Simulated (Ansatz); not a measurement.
Write a Python script for Ansatz 0.2.0, Python API that makes a single point from an input written key by key of CH4N2OSi, SMILES NC1=N[SiH]1O. Use: B3LYP, cc-pVDZ basis, multiplicity 1.

```yaml
atoms:
  - { symbol: N, position_ang: [0.6353, 1.0019, 1.4846] }
  - { symbol: C, position_ang: [0.3870, 0.2296, 0.4328] }
  - { symbol: N, position_ang: [0.8439, 0.0699, -0.7287] }
  - { symbol: Si, position_ang: [-0.4328, -1.0642, -0.3003] }
  - { symbol: O, position_ang: [-1.4715, -0.7870, -1.6263] }
  - { symbol: H, position_ang: [1.1678, 1.8666, 1.2523] }
  - { symbol: H, position_ang: [-0.1768, 1.2684, 2.0703] }
  - { symbol: H, position_ang: [0.1324, -2.4088, -0.3793] }
  - { symbol: H, position_ang: [-0.9969, -0.2227, -2.2224] }
```

`run_deck.py`
```python
import ansatz as az
import numpy as np

DECK = '''
crystal:
  periodic: [false, false, false]
  atoms:
    - { symbol: 'N', position_ang: [0.6353, 1.0019, 1.4846] }
    - { symbol: C, position_ang: [0.387, 0.2296, 0.4328] }
    - { symbol: 'N', position_ang: [0.8439, 0.0699, -0.7287] }
    - { symbol: Si, position_ang: [-0.4328, -1.0642, -0.3003] }
    - { symbol: O, position_ang: [-1.4715, -0.787, -1.6263] }
    - { symbol: H, position_ang: [1.1678, 1.8666, 1.2523] }
    - { symbol: H, position_ang: [-0.1768, 1.2684, 2.0703] }
    - { symbol: H, position_ang: [0.1324, -2.4088, -0.3793] }
    - { symbol: H, position_ang: [-0.9969, -0.2227, -2.2224] }
basis:
  gaussian: { orbitals: cc-pVDZ }
hamiltonian:
  xc: b3lyp
output:
  forces: true
'''

session = az.Session.from_yaml(DECK)
r = session.plan(threads=1).execute().report

print(f'E = {r["free_energy_ev"]:.6f} eV = {r["free_energy_ev"] / 27.211386246:.7f} Ha')
print('converged:', r['converged'], ' doubts:', r['published_state_doubts'] or 'none')
symbols = ['N', 'C', 'N', 'Si', 'O', 'H', 'H', 'H', 'H']

print('forces (eV/A)')
for symbol, f in zip(symbols, r['forces_ev_ang']):
    print(f'  {symbol:2s} {f[0]:9.4f} {f[1]:9.4f} {f[2]:9.4f}')
charges = r['charge_distribution']
dipole = np.array(charges['dipole_moment_e_ang']) * 4.803205
print('dipole (D): {:.3f} {:.3f} {:.3f}, length {:.3f}'.format(*dipole, np.linalg.norm(dipole)))
print('atom  Mulliken   Lowdin')
for symbol, m, l in zip(symbols, charges['mulliken_charges_e'], charges['lowdin_charges_e']):
    print(f'{symbol:4s} {m:9.3f} {l:8.3f}')
```

```console
$ python run_deck.py
E = -14006.194734 eV = -514.7181627 Ha
converged: True  doubts: none
forces (eV/A)
  N     0.1311    2.6536    1.7171
  C     0.3064    1.4885    1.3754
  N     2.2017    0.8746   -0.6773
  Si   -1.8864   -2.6602   -3.1236
  O    -1.4132   -1.1482    1.3192
  H    -0.1691   -0.6650    0.1074
  H     0.5460   -0.5594   -0.3761
  H    -0.2680   -0.6838    0.3427
  H     0.5515    0.7000   -0.6847
dipole (D): -0.401 2.002 2.520, length 3.243
atom  Mulliken   Lowdin
N       -0.105    0.277
C        0.072   -0.405
N       -0.278    0.142
Si       0.379   -0.043
O       -0.349    0.124
H        0.095    0.016
H        0.112    0.021
H       -0.077   -0.058
H        0.151   -0.073
```

Reading the output:
- The settings weren't tested for convergence.
- The geometry is a force-field or estimated start, not a minimum of this method, and the basis set is short of its limit.
- The Löwdin charges here are taken after orthogonalising the functions within each atom; they differ from plain Löwdin charges, and their signs can be unphysical.
- b3lyp holds the VWN-RPA fit, as in Gaussian; the form of ORCA and Turbomole is b3lyp5.
- Finished in 4.3 s on 1 thread of Arm Neoverse V1, on a shared host, peak memory 0.23 GiB.

(Lines on the test bed's own set-up are left out of the output.)
